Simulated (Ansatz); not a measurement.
Here is an Ansatz input file for F₂GeH₂, SMILES [F][GeH2][F]. Write the same calculation for the Python package.

```yaml
crystal:
  periodic: [false, false, false]
  atoms:
    - { symbol: F, position_ang: [-0.5733, 0.2203, 1.6017] }
    - { symbol: Ge, position_ang: [0.028, -0.0341, -0.0137] }
    - { symbol: F, position_ang: [-1.025, 0.7401, -1.2278] }
    - { symbol: H, position_ang: [0.154, -1.5472, -0.2806] }
    - { symbol: H, position_ang: [1.4661, 0.5472, -0.1209] }
basis:
  gaussian:
    orbitals: def2-SVP
correlation:
  method: sc_nevpt2
  active_space:
    window:
      electrons: 2
      orbitals: 3
```

`f2geh2_cas.py`:
```python
# -*- coding: utf-8 -*-
"""Static correlation in F2GeH2: natural occupations of an active space."""

import ansatz as az
from ase import Atoms

BASIS = "def2-SVP"


def main():
    atoms = Atoms(["F", "Ge", "F", "H", "H"], positions=[
        (-0.5733, 0.2203, 1.6017),
        (0.028, -0.0341, -0.0137),
        (-1.025, 0.7401, -1.2278),
        (0.154, -1.5472, -0.2806),
        (1.4661, 0.5472, -0.1209),
    ])
    f2geh2 = az.Crystal.molecule_from_ase(atoms)

    model = (
        f2geh2.calculation()
        .basis(gaussian=BASIS)
        .correlation(active_electrons=2, active_orbitals=3)  # correlation on top of the mean field
    )
    for method in ["sc_nevpt2"]:
        rep = (model if method is None else model.correlation(method)).run(threads=1).report
        space = rep["configurations"]
        state = space["states"][0]
        print(method or "casscf", f"total {rep['free_energy_ev'] / 27.211386246:.6f} Ha, active-space state {state['energy']['hartree']:.6f} Ha, mean field {rep['reference_energy_ev'] / 27.211386246:.6f} Ha")
        print("  determinants", state["n_determinants"], " natural occupations", [round(n, 3) for n in space["natural_occupations"]])


if __name__ == "__main__":
    main()
```

Output of `python f2geh2_cas.py`:
```text
RunWarning: the results are in doubt because another end's mean lies 0.092 eV lower, and its corrected mean 0.013 eV higher
sc_nevpt2 total -2275.643961 Ha, active-space state -2275.059461 Ha, mean field -2275.039902 Ha
  determinants 9  natural occupations [1.973, 0.022, 0.005]
```
(Warnings from the package without file and line.)

Caveats:
- Total energies depend on the basis set; only differences at equal settings carry meaning.
- The geometry is a force-field or estimated start, not a minimum of this method, and the basis set is short of its limit. The active space starts as a window about the frontier orbitals and is then optimised, not chosen by chemistry.
- A lower CASSCF solution was found and passed over, so the printed active-space state isn't the lowest.
- Finished in 5.6 s on 1 thread of AMD EPYC 9R45 (Zen 5), on a shared host, peak memory 0.24 GiB.

(Lines on the test bed's own set-up are left out of the output.)
